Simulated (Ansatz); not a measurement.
The system is GaB.

```
Ga B
1.0
     2.71824    0.00000    0.00000
     0.00000    2.71824    0.00000
     0.00000    0.00000    3.23621
Ga B
1 1
Direct
  0.50000 0.50000 0.50000
  0.00000 0.00000 0.00000
```

The cell was built by a generator and needn't be a form met in nature.

Base run:

* Program: Ansatz 0.2.0
* Functional: RPBE
* Potentials or basis: Ansatz PAW
* Cutoff: 420 eV
* Density cutoff: 1680 eV
* k mesh: 10 × 10 × 8
* Occupations: fermi-dirac, width 0.05 eV
* Spin: no spin polarisation

Its results: band gap on the k mesh none (metal or under the smearing width); pressure 2.4 GPa.

Question: The run is repeated on the same cell with these changes: functional from RPBE to PBEsol. What comes out?

Answer: Band gap on the k mesh none (metal or under the smearing width); pressure -4.2 GPa.

PBEsol binds more tightly than RPBE, so the same cell stands under less pressure.

Caveats: the PAW data sets come from PBE, with cores solved anew for the run's functional, which leaves a small shift of forces and pressure; the potentials were made for another functional, which shifts forces and pressure (some runs).

Not every run made on this cell is shown here.
